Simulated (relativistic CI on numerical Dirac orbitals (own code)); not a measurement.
**Fe³⁺: L2,3 absorption multiplets**

Aim: the L2,3 absorption spectrum of Fe³⁺ in 5 surroundings, from the same atomic integrals.

Method: Dirac-Coulomb-Breit CI, KLI orbitals optimised for each configuration, model QED (radiative potential, 1s self-energy scaled to tabulated hydrogen-like ionisation energies), multiplet model of core-to-valence dipole absorption. Code: relativistic CI on numerical Dirac orbitals (own code) version 1.

## (1) What is computed

* ion: Fe³⁺ (Fe IV)
* nuclear charge: 26
* electrons: 23
* configurations: [Ar] 3d5 → [He] 2s2 2p5 3s2 3p6 3d6
* magnetising field for the dichroism, Lz and Sz: exchange field 10 meV on Sz; these come from the lowest magnetised state alone (0 K)
* temperature of the isotropic spectrum: 80 K
* widths: Lorentz 0.6 eV, Gauss 0.3 eV
* surrounding 1: free ion
* surrounding 2: Td, 10Dq = -1800 cm⁻¹
* surrounding 3: Td, 10Dq = -4150 cm⁻¹
* surrounding 4: Td, 10Dq = -6450 cm⁻¹
* surrounding 5: Td, 10Dq = -8750 cm⁻¹

## (2) Surrounding 1: free ion

The run's settings:

```ini
atom Fe  Z=26  charge=3  electrons=23
nucleus A=56  rms_radius_fm=3.7377
hamiltonian dirac-coulomb  breit=on  qed=on  c_scale=1
orbitals kli  potential=per-configuration
slater_scale 1
correlation none
mixing on
configurations
  [Ar] 3d5
  [He] 2s2 2p5 3s2 3p6 3d6
end
absorption L2,3 T=80 lorentz=0.6 gauss=0.3
crystal_field free
```

## (3) Surrounding 2: Td, 10Dq = -1800

The settings differ from step 2 so:

```diff
@@ -12,2 +12,2 @@
 absorption L2,3 T=80 lorentz=0.6 gauss=0.3
-crystal_field free
+crystal_field Td 10Dq=-1800
```

## (4) Surrounding 3: Td, 10Dq = -4150

The settings differ from step 3 so:

```diff
@@ -12,2 +12,2 @@
 absorption L2,3 T=80 lorentz=0.6 gauss=0.3
-crystal_field Td 10Dq=-1800
+crystal_field Td 10Dq=-4150
```

## (5) Surrounding 4: Td, 10Dq = -6450

The settings differ from step 4 so:

```diff
@@ -12,2 +12,2 @@
 absorption L2,3 T=80 lorentz=0.6 gauss=0.3
-crystal_field Td 10Dq=-4150
+crystal_field Td 10Dq=-6450
```

## (6) Surrounding 5: Td, 10Dq = -8750

The settings differ from step 5 so:

```diff
@@ -12,2 +12,2 @@
 absorption L2,3 T=80 lorentz=0.6 gauss=0.3
-crystal_field Td 10Dq=-6450
+crystal_field Td 10Dq=-8750
```

(Steps that only read results are left out.)

What does the calculation give? Wanted: highest peak, first run; ground spin; share of the lower edge; core spin-orbit splitting.

The runs gave:

| surrounding | ground S | Lz (0 K) | Sz (0 K) | centroid (eV) | share of the lower edge | up to four highest peaks (% of the highest), eV |
| --- | --- | --- | --- | --- | --- | --- |
| 1: free | 2.50 | 0.00 | -2.50 | 716.71 | 0.792* | 712.9 (100), 714.5 (42), 718.1 (17), 728.0 (24) |
| 2: Td | 2.50 | 0.00 | -2.50 | 716.71 | 0.793* | 712.9 (100), 714.5 (42), 718.2 (17), 728.0 (24) |
| 3: Td | 2.50 | 0.00 | -2.50 | 716.71 | 0.793* | 712.9 (100), 714.6 (43), 718.2 (17), 728.1 (22) |
| 4: Td | 2.50 | 0.00 | -2.50 | 716.71 | 0.792* | 712.9 (100), 714.6 (43), 718.2 (16), 728.2 (20) |
| 5: Td | 2.50 | 0.00 | -2.50 | 716.71 | 0.793* | 712.9 (100), 714.6 (42), 718.2 (16), 728.3 (20) |

* From the broadened curve, split at its minimum between the edges.

| quantity | value |
| --- | --- |
| highest peak, first run | 712.9 eV |
| ground spin (effective S from ⟨S²⟩) | 2.50 |
| share of the lower edge | 0.792 to 0.793 |
| core spin-orbit splitting (without Breit) | 12.95 eV |

The lower edge takes 0.79 of the intensity in surrounding 1, above the statistical 0.67. The highest peak stays in place, within the step of the energy grid, in all surroundings. Edge positions are free-ion values and differ from those in solids by a few eV or more.
